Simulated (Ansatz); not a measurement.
# C₂H₈AlFSi: one species, many methods

One table from this session's results is given with a row withheld; the runs are named, their logs left out.

Program: Ansatz 0.2.0, Gaussian basis. Level of theory: functionals in def2-TZVPP, the program's frozen cores in correlated methods. These are calculated values, not measurements.

Plan: LDA (SPW92), PBE-D4, revPBE-D4, BLYP-D4, r2SCAN-D4, B97M-V, PBE0-D4, B3LYP-D4, r2SCANh-D4, r2SCAN0-D4, HSE06-D4, BHLYP-D4, CAM-B3LYP-D4, LC-ωPBE, ωB97X-V, ωB97M-V, B2PLYP, PBE-QIDH; CCSD(T)/def2-SVP; CCSD(T)/def2-TZVPP; MP2/def2-QZVPP; extrapolation to the limit; RPA on PBE.

### The geometry

All runs share one geometry, relaxed beforehand with PBE0-D4 in a triple-zeta def2 set.

SMILES `[CH3][AlH][SiH2]CF`, 13 atoms, charge 0, spin multiplicity 1.

Atoms are counted from 1 here; the program's logs count them from 0.

Bond lengths: C1–Al2 1.954 Å, C1–H6 1.094 Å, C1–H7 1.093 Å, C1–H8 1.096 Å, Al2–Si3 2.463 Å, Al2–H9 1.591 Å, Si3–C4 1.929 Å, Si3–H10 1.490 Å, Si3–H11 1.491 Å, C4–F5 1.479 Å, C4–H12 1.089 Å, C4–H13 1.089 Å. Angles: Al2–C1–H6 111.4°, Al2–C1–H7 112.8°, Al2–C1–H8 110.4°, H6–C1–H7 108.0°, H6–C1–H8 106.9°, H7–C1–H8 107.2°, C1–Al2–Si3 120.2°, C1–Al2–H9 121.7°, Si3–Al2–H9 117.2°, Al2–Si3–C4 79.6°, Al2–Si3–H10 124.2°, Al2–Si3–H11 123.5°, C4–Si3–H10 107.5°, C4–Si3–H11 107.4°, H10–Si3–H11 107.3°, Si3–C4–F5 102.8°, Si3–C4–H12 116.7°, Si3–C4–H13 117.2° and more.

Set-up of the first run:

The input, in.yaml:

```yaml
crystal:
  periodic: [false, false, false]
  atoms:
    - {symbol: C, position_ang: [-1.645173, -1.463141, 0.760100]}
    - {symbol: Al, position_ang: [-0.080243, -0.338316, 1.081920]}
    - {symbol: Si, position_ang: [1.613094, -0.039124, -0.681302]}
    - {symbol: C, position_ang: [0.561938, 1.558057, -0.933761]}
    - {symbol: F, position_ang: [-0.502340, 1.415740, 0.084006]}
    - {symbol: H, position_ang: [-2.530337, -1.069571, 1.269447]}
    - {symbol: H, position_ang: [-1.883237, -1.562947, -0.302220]}
    - {symbol: H, position_ang: [-1.476036, -2.472850, 1.150037]}
    - {symbol: H, position_ang: [0.286572, 0.184937, 2.539029]}
    - {symbol: H, position_ang: [3.018640, 0.385673, -0.428041]}
    - {symbol: H, position_ang: [1.600725, -0.788144, -1.970303]}
    - {symbol: H, position_ang: [1.040719, 2.503336, -0.682800]}
    - {symbol: H, position_ang: [0.016078, 1.651552, -1.871312]}
basis:
  gaussian: {orbitals: def2-TZVPP}
hamiltonian: {xc: lda}
output: {orbitals: {seedname: orbitals}}
```

Steps of the session up to this table: LDA; PBE-D4 (GGA); revPBE-D4 (GGA); BLYP-D4 (GGA); r2SCAN-D4 (meta-GGA); B97M-V (meta-GGA); PBE0-D4 (hybrid); B3LYP-D4 (hybrid); r2SCANh-D4 (hybrid); r2SCAN0-D4 (hybrid); HSE06-D4 (hybrid); BHLYP-D4 (hybrid); CAM-B3LYP-D4 (range-separated); LC-ωPBE (range-separated); ωB97X-V (range-separated); ωB97M-V (range-separated); B2PLYP (double hybrid); PBE-QIDH (double hybrid).

One of the session's tables, all rows but one given; the rest of the session is left out.

It belongs to the step «Frontier levels by functional». 

```
  functional  HOMO (eV)  gap (eV)
 LDA (SPW92)      -5.96      4.17
      PBE-D4      -5.86      4.32
   revPBE-D4          ?         ?
     BLYP-D4      -5.72      4.34
   r2SCAN-D4      -6.08      4.88
      B97M-V      -6.14      4.78
     PBE0-D4      -6.91      6.27
    B3LYP-D4      -6.73      5.89
  r2SCANh-D4      -6.47      5.58
  r2SCAN0-D4      -7.05      6.61
    HSE06-D4      -6.52      5.51
    BHLYP-D4      -7.87      8.13
CAM-B3LYP-D4      -8.17      8.52
     LC-ωPBE      -9.45     10.91
     ωB97X-V      -9.14     10.47
     ωB97M-V      -8.92      9.93
```

Estimate the missing values for revPBE-D4.

**Answer.** HOMO (eV): -5.81; gap (eV): 4.39. In the column «HOMO (eV)» it lies between PBE-D4 (-5.86) and BLYP-D4 (-5.72).
